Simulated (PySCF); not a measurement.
# Accurate constants of ZnCl−, step by step

One table from this session's results is given with a row withheld; the runs are named, their logs left out.

The runs use PySCF 2.14.0; CCSD(T) on RHF, scalar-relativistic core potentials.

2 further runs of the same task are left out: 2 set aside as unsound or not needed.

Set-up of the first run:

* molecule: ZnCl−
* state: singlet, unpaired electrons none
* smaller basis: Zn aug-cc-pVDZ-PP with ECP10, Cl aug-cc-pV(D+d)Z
* larger basis: Zn aug-cc-pVTZ-PP with ECP10, Cl aug-cc-pV(T+d)Z
* frozen core orbitals: 9
* extrapolation: correlation as n⁻³ (n = 2, 3), Hartree–Fock as (n+1)·exp(−9√n)
* corrections: none
* distances (Å): 2.1862, 2.2856, 2.3850, 2.4844, 2.5837, 2.7080, 2.8322
* masses (u): 63.9291, 34.9689
* dissociation limit: Zn + Cl−

On the command line:

```bash
$ OMP_NUM_THREADS=4 python comp.py task.json out
```

One table of the session follows, with a row left open; its other results are not shown here.

Parts of the energy along the bond, in eV from Zn + Cl−:

| R (Å) | HF/CBS | CCSD corr. | (T) |
| --- | --- | --- | --- |
| 2.1862 | -0.373 | -0.110 | -0.0398 |
| 2.2856 | ? | ? | ? |
| 2.3850 | -0.566 | -0.073 | -0.0349 |
| 2.4844 | -0.586 | -0.062 | -0.0330 |
| 2.5837 | -0.580 | -0.054 | -0.0312 |
| 2.7080 | -0.551 | -0.045 | -0.0287 |
| 2.8322 | -0.512 | -0.038 | -0.0260 |

Estimate the missing values for R (Å) = 2.2856.

Worked estimate for «HF/CBS». A straight line through the neighbours (2.1862, -0.373) and (2.3850, -0.566) gives -0.373 + (-0.566 + 0.373) × (2.2856 − 2.1862) / (2.3850 − 2.1862) = -0.470; a parabola fitted to 3 rows on both sides gives -0.495.

**Answer.** HF/CBS: -0.503; CCSD corr.: -0.088; (T): -0.0370. In «HF/CBS» the line misses by +0.033 and the parabola by +0.008.

To keep in mind: An extrapolation from double and triple zeta is rough, so this isn't yet the limit.
